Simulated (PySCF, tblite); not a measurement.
**C₇H₁₁NP₂: geometry, infrared bands and NMR shifts**

Wanted: the infrared bands and NMR shifts of C₇H₁₁NP₂ (`C#CPP(CC)CCC#N`), by calculation.

Programs: tblite 0.8.0 and PySCF 2.14.0, with density-fitted response routines of our own. Each step states its level of theory. These are calculated values for one molecule in the gas phase, unless marked as measured. Atoms count from 0, in the outputs and in this text.

**1. The starting structure**

21 atoms, charge 0, multiplicity 1; geometry from: force field or distance geometry start.

Bonds of the start (Å): C0–C1 1.19, C1–P2 1.84, P2–P3 2.27, P3–C4 1.86, C4–C5 1.52, P3–C6 1.85, C6–C7 1.53, C7–C8 1.47, C8–N9 1.15, C0–H10 1.07, P2–H11 1.43, C4–H12 1.09, C4–H13 1.09, C5–H14 1.10, C5–H15 1.08, C5–H16 1.09, C6–H17 1.10, C6–H18 1.09, C7–H19 1.10, C7–H20 1.10.

**2. Optimising the geometry with GFN2-xTB**

Job settings and geometry (Å):

```
{"job": {"kind": "relax", "xc": "GFN2-xTB", "basis": "xTB"}, "charge": 0, "multiplicity": 1}
C     -1.976900     2.904900    -1.277600
C     -1.552200     1.798700    -1.374500
P     -0.873800     0.088500    -1.500900
P     -0.437900    -0.270700     0.702100
C     -0.120100    -2.096500     0.566700
C     -1.405300    -2.914100     0.548200
C      1.317700     0.326800     0.684000
C      1.437200     1.845100     0.829700
C      2.846200     2.237400     0.921500
N      3.953300     2.547100     1.000400
H     -2.381800     3.893000    -1.202000
H     -2.124200    -0.593700    -1.585600
H      0.474000    -2.324100    -0.318900
H      0.481400    -2.403100     1.423600
H     -1.999600    -2.726000     1.454500
H     -2.029300    -2.684900    -0.305400
H     -1.159900    -3.978200     0.519100
H      1.826100    -0.153700     1.537600
H      1.840700    -0.020200    -0.205100
H      0.901400     2.188000     1.724600
H      0.973900     2.352800    -0.028400
```

Command:

```bash
> OMP_NUM_THREADS=1 python probes_run.py task.json out
```

One launch serves the whole session: the jobs run in the order shown.

**Question.** This job is followed by: GFN2-xTB harmonic vibrations, gas phase; GIAO PBE0/pcSseg-1 NMR shielding, non-relativistic, gas phase. What will the session give for the following? strongest single infrared mode (GFN2-xTB); zero-point energy (GFN2-xTB); ¹³C shifts against TMS (PBE0/pcSseg-1); ¹H shifts against TMS (PBE0/pcSseg-1, means over atoms taken as alike); ³¹P shifts against H3PO4 (PBE0/pcSseg-1); ¹⁵N shifts against NH3 (PBE0/pcSseg-1).

The runs gave:

| quantity | value |
| --- | --- |
| strongest single infrared mode (GFN2-xTB) | 2412 cm⁻¹, 241 km/mol |
| zero-point energy (GFN2-xTB) | 98.8 kcal/mol |
| ¹³C shifts against TMS (PBE0/pcSseg-1) | 124.3, 101.1, 82.6, 35.0, 27.2, 16.2, 13.4 ppm |
| ¹H shifts against TMS (PBE0/pcSseg-1, means over atoms taken as alike) | 4.23, 2.48, 2.10, 1.96, 1.61, 1.17 ppm |
| ³¹P shifts against H3PO4 (PBE0/pcSseg-1) | -47.5, -157.6 ppm |
| ¹⁵N shifts against NH3 (PBE0/pcSseg-1) | 297.6 ppm |

What this shows: Relaxing lowered the energy by 0.241 eV in 82 steps; the close pair that moved most is P2–P3, from 2.274 to 2.190 Å. All 57 modes are real, so the xTB geometry is a minimum. The strongest single mode, at 2412 cm⁻¹, moves mainly C8 and N9. Unscaled tight-binding wavenumbers are off by several per cent, some by more. Its intensities can rank the bands wrongly. The most deshielded carbon is C8 (nitrile carbon), at 124.3 ppm: typical of a nitrile. At PBE0/pcSseg-1: The largest span, 494 ppm, is at N9, where the paramagnetic term is -369 ppm.
